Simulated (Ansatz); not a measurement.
# SiF₃ radical: up Jacob's ladder to CCSD(T)

One table from this session's results is given with a row withheld; the runs are named, their logs left out.

The runs use Ansatz 0.2.0, Gaussian basis; functionals in def2-TZVPP, the program's frozen cores in correlated methods.

Levels to be run: LDA (SPW92), PBE-D4, revPBE-D4, BLYP-D4, r2SCAN-D4, B97M-V, PBE0-D4, B3LYP-D4, r2SCANh-D4, r2SCAN0-D4, HSE06-D4, BHLYP-D4, CAM-B3LYP-D4, LC-ωPBE, ωB97X-V, ωB97M-V, B2PLYP, PBE-QIDH; CCSD(T)/def2-SVP; CCSD(T)/def2-TZVPP; MP2/def2-QZVPP; extrapolation to the limit; RPA on PBE.

## Structure used throughout

All runs share one geometry, relaxed beforehand with PBE0-D4 in a triple-zeta def2 set.

SMILES `F[Si](F)F`, 4 atoms, charge 0, spin multiplicity 2.

Atoms are counted from 1 here; the program's logs count them from 0.

Bond lengths: F1–Si2 1.581 Å, Si2–F3 1.581 Å, Si2–F4 1.581 Å. Angles: F1–Si2–F3 107.9°, F1–Si2–F4 107.9°, F3–Si2–F4 107.9°.

Set-up of the first run:

Contents of in.yaml:

```yaml
crystal:
  periodic: [false, false, false]
  atoms:
    - {symbol: F, position_ang: [0.784933, -0.506983, 1.151652]}
    - {symbol: Si, position_ang: [-0.282894, 0.213092, 0.234354]}
    - {symbol: F, position_ang: [-0.994278, -0.892283, -0.644400]}
    - {symbol: F, position_ang: [0.492239, 1.186174, -0.741606]}
basis:
  gaussian: {orbitals: def2-TZVPP}
magnetization: {spin_polarized: true, initial_magnetization: 1}
hamiltonian: {xc: lda}
output: {orbitals: {seedname: orbitals}}
```

The run is started by

```bash
$ ansatz run in.yaml --threads 4 --pin off --events-out ev --progress --plain --max-ram 10444MiB
```

Among the steps run: LDA; PBE-D4 (GGA); revPBE-D4 (GGA); BLYP-D4 (GGA); r2SCAN-D4 (meta-GGA); B97M-V (meta-GGA); PBE0-D4 (hybrid); B3LYP-D4 (hybrid); r2SCANh-D4 (hybrid); r2SCAN0-D4 (hybrid); HSE06-D4 (hybrid); BHLYP-D4 (hybrid); CAM-B3LYP-D4 (range-separated); LC-ωPBE (range-separated); ωB97X-V (range-separated); ωB97M-V (range-separated); B2PLYP (double hybrid); PBE-QIDH (double hybrid).

One of the session's tables, all rows but one given; the rest of the session is left out.

It belongs to the step «Frontier levels by functional». 

| functional | HOMO (eV) | LUMO (eV) | gap (eV) |
| --- | --- | --- | --- |
| LDA (SPW92) | ? | ? | ? |
| PBE-D4 | -6.44 | -4.30 | 2.14 |
| revPBE-D4 | -6.40 | -4.08 | 2.32 |
| BLYP-D4 | -6.27 | -4.40 | 1.87 |
| r2SCAN-D4 | -6.87 | -3.73 | 3.14 |
| B97M-V | -6.46 | -4.76 | 1.70 |
| PBE0-D4 | -7.87 | -3.33 | 4.54 |
| B3LYP-D4 | -7.57 | -3.81 | 3.76 |
| r2SCANh-D4 | -7.39 | -3.44 | 3.95 |
| r2SCAN0-D4 | -8.17 | -3.02 | 5.15 |
| HSE06-D4 | -7.46 | -3.71 | 3.75 |
| BHLYP-D4 | -9.13 | -2.60 | 6.54 |
| CAM-B3LYP-D4 | -9.22 | -2.53 | 6.69 |
| LC-ωPBE | -10.68 | -0.87 | 9.81 |
| ωB97X-V | -10.11 | -1.55 | 8.56 |
| ωB97M-V | -9.68 | -1.73 | 7.95 |

**Question.** Estimate the row for LDA (SPW92).

The run gave: HOMO (eV): -6.47; LUMO (eV): -4.83; gap (eV): 1.63. In the column «HOMO (eV)» it lies between r2SCAN-D4 (-6.87) and B97M-V (-6.46).
